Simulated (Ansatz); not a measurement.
# GeIF6: the cost of one run

Program: Ansatz 0.2.0. Level of theory: reference: DFT r2SCAN, plane waves, PAW, scalar-relativistic, no spin polarisation. These are calculated values, not measurements.

## Step 1: The structure to begin with

It takes space group R-3 (No. 148, trigonal). The conventional cell has a = 5.478 Å, b = 5.478 Å, c = 14.759 Å, α = 90.00°, β = 90.00°, γ = 120.00°. F (site symmetry 1) has 1 Ge at 2.10 Å as nearest neighbours. Around I (site symmetry -3) lie 6 F at 2.49 Å. Ge (site symmetry -3) has 6 F at 2.10 Å as nearest neighbours.

As a file:

```cif
data_structure
_symmetry_space_group_name_H-M 'P 1'
_symmetry_Int_Tables_number 1
_cell_length_a 5.4784
_cell_length_b 5.4784
_cell_length_c 5.8486
_cell_angle_alpha 62.073
_cell_angle_beta 90.000
_cell_angle_gamma 60.000
_cell_volume 127.87
loop_
_atom_site_label
_atom_site_type_symbol
_atom_site_fract_x
_atom_site_fract_y
_atom_site_fract_z
_atom_site_occupancy
F1 F 0.42100 0.56000 0.24900 1
F2 F 0.01900 0.17200 0.24900 1
F3 F 0.80900 0.77000 0.24900 1
F4 F 0.57900 0.44000 0.75100 1
F5 F 0.98100 0.82800 0.75100 1
F6 F 0.19100 0.23000 0.75100 1
I1 I 0.50000 0.00000 0.50000 1
Ge1 Ge 0.00000 0.00000 0.00000 1
```

## Step 2: Baseline

Input file input.yaml:

```yaml
crystal:
  lattice:
    - [2.739195, 4.744424, 0.0]
    - [-2.739195, 4.744424, 0.0]
    - [-2.739195, 1.581471, 4.919519]
  atoms:
    - { symbol: F, position: [0.421, 0.56, 0.249] }
    - { symbol: F, position: [0.019, 0.172, 0.249] }
    - { symbol: F, position: [0.809, 0.77, 0.249] }
    - { symbol: F, position: [0.579, 0.44, 0.751] }
    - { symbol: F, position: [0.981, 0.828, 0.751] }
    - { symbol: F, position: [0.191, 0.23, 0.751] }
    - { symbol: I, position: [0.5, 0.0, 0.5] }
    - { symbol: Ge, position: [0.0, 0.0, 0.0] }
  symmetry: { tolerance: 0.0003 }
kpoints:
  mp_grid: { grid: [5, 5, 5], shift: [0, 0, 0] }
magnetization:
  spin_polarized: false
scf:
  occupations: { method: fermi_dirac }
hamiltonian:
  pseudopotentials: { kind: paw }
  xc: r2scan
total_charge: 1
basis:
  ecutwfc: 500
output:
  forces: true
  stress: true
  eigenvalues: true
```

Command:

```sh
> ansatz run input.yaml --threads 1 --pin off --max-ram 2560MiB --backend cpu --events-out ev --progress --plain --runs-dir out
```

What time and memory should one allow on 1 thread of an Arm CPU, shared host?

About 22 s, with a peak of 0.82 GiB.
